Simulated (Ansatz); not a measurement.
# CH4FSn+ (SMILES F[CH+][SnH3]): functionals against CCSD(T) at one geometry

A test off equilibrium: a structure displaced at random from a GFN2-xTB minimum is computed at several levels, and each is set against CCSD(T).

Method: single points in def2-TZVPP; program: Ansatz 0.2.0, Gaussian basis.

Cores are frozen in the correlated methods. Filled d shells of the heavier atoms are correlated. Core potentials replace the inner electrons past krypton, and spin-orbit coupling is left out.

## Step 1: The system as given

SMILES `F[CH+][SnH3]`, 7 atoms, charge 1, spin multiplicity 1.

Atoms are counted from 1 here; the program's logs count them from 0.

Bond lengths: F1–C2 1.254 Å, C2–Sn3 2.274 Å, C2–H4 1.078 Å, Sn3–H5 1.686 Å, Sn3–H6 1.684 Å, Sn3–H7 1.658 Å. Angles: F1–C2–Sn3 121.8°, F1–C2–H4 110.8°, Sn3–C2–H4 127.4°, C2–Sn3–H5 99.7°, C2–Sn3–H6 97.3°, C2–Sn3–H7 97.1°, H5–Sn3–H6 119.1°, H5–Sn3–H7 119.8°, H6–Sn3–H7 115.4°.

As a file:

```
F    -0.0852   -1.8107    1.1327
C    -0.4055   -1.1342    0.1269
Sn    0.3326    0.9958   -0.1694
H    -1.0327   -1.7077   -0.5367
H    -0.4425    1.3650   -1.6209
H    -0.2734    1.6332    1.2661
H     1.9553    0.6532   -0.1665
```

## Step 2: CCSD(T)/def2-TZVPP

run/in.yaml reads:

```yaml
crystal:
  periodic: [false, false, false]
  atoms:
    - {symbol: F, position_ang: [-0.085200, -1.810700, 1.132700]}
    - {symbol: C, position_ang: [-0.405500, -1.134200, 0.126900]}
    - {symbol: Sn, position_ang: [0.332600, 0.995800, -0.169400]}
    - {symbol: H, position_ang: [-1.032700, -1.707700, -0.536700]}
    - {symbol: H, position_ang: [-0.442500, 1.365000, -1.620900]}
    - {symbol: H, position_ang: [-0.273400, 1.633200, 1.266100]}
    - {symbol: H, position_ang: [1.955300, 0.653200, -0.166500]}
basis:
  gaussian: {orbitals: def2-TZVPP}
total_charge: 1
correlation: {method: ccsd_t}
output: {forces: true}
```

The command line of these runs was not kept.

## Step 3: PBE0-D4/def2-TZVPP

run/in.yaml: that of step 2 with these lines changed.

```diff
@@ -13,3 +13,3 @@
 total_charge: 1
-correlation: {method: ccsd_t}
-output: {forces: true}
+hamiltonian: {xc: pbe0, dispersion: d4}
+output: {forces: true, orbitals: {seedname: orbitals}}
```

## Step 4: wB97M-V/def2-TZVPP

run/in.yaml: that of step 3 with these lines changed.

```diff
@@ -13,3 +13,3 @@
 total_charge: 1
-hamiltonian: {xc: pbe0, dispersion: d4}
-output: {forces: true, orbitals: {seedname: orbitals}}
+hamiltonian: {xc: {name: wB97M-V}}
+output: {forces: true}
```

## Step 5: r2SCAN-D4/def2-TZVPP

run/in.yaml: that of step 4 with these lines changed.

```diff
@@ -13,3 +13,3 @@
 total_charge: 1
-hamiltonian: {xc: {name: wB97M-V}}
+hamiltonian: {xc: r2scan, dispersion: d4}
 output: {forces: true}
```

## Step 6: PBE-D4/def2-TZVPP

run/in.yaml: that of step 5 with these lines changed.

```diff
@@ -13,3 +13,3 @@
 total_charge: 1
-hamiltonian: {xc: r2scan, dispersion: d4}
+hamiltonian: {xc: pbe, dispersion: d4}
 output: {forces: true}
```

## Step 7: r2SCAN0-D4/def2-TZVPP

run/in.yaml: that of step 6 with these lines changed.

```diff
@@ -13,3 +13,3 @@
 total_charge: 1
-hamiltonian: {xc: pbe, dispersion: d4}
+hamiltonian: {xc: {name: r2SCAN0}, dispersion: d4}
 output: {forces: true}
```

## Step 8: HSE06-D4/def2-TZVPP

run/in.yaml: that of step 7 with these lines changed.

```diff
@@ -13,3 +13,3 @@
 total_charge: 1
-hamiltonian: {xc: {name: r2SCAN0}, dispersion: d4}
+hamiltonian: {xc: hse06, dispersion: d4}
 output: {forces: true}
```

(Steps that only read results are left out.)

Q: Predict the outcome of this session. Wanted: energy less free atoms, CCSD(T)/def2-TZVPP; RMS force component; RMS force error; HOMO and LUMO, PBE0-D4; T1 diagnostic.

**Answer**, as computed:

| quantity | value |
| --- | --- |
| energy less free atoms, CCSD(T)/def2-TZVPP | -1107.9 kJ/mol |
| RMS force component | 0.242 to 0.469 eV/Å over the methods |
| RMS force error | PBE0-D4 0.169, wB97M-V 0.073, r2SCAN-D4 0.099, PBE-D4 0.247, r2SCAN0-D4 0.222, HSE06-D4 0.169 eV/Å |
| HOMO and LUMO, PBE0-D4 | -14.80 and -9.80 eV |
| T1 diagnostic | 0.017 |

What this shows: Against CCSD(T) the functionals' energies less atoms differ by -64.4 to +14.1 kJ/mol, PBE-D4 by -64.4 kJ/mol. A larger basis would deepen the CCSD(T) value, while the functionals are nearly converged already, so the order here is not reliable. On forces the order runs from wB97M-V to PBE-D4. Frozen-core CCSD(T) forces in triple zeta carry basis errors of their own, and this is one geometry, so small gaps rank nothing.
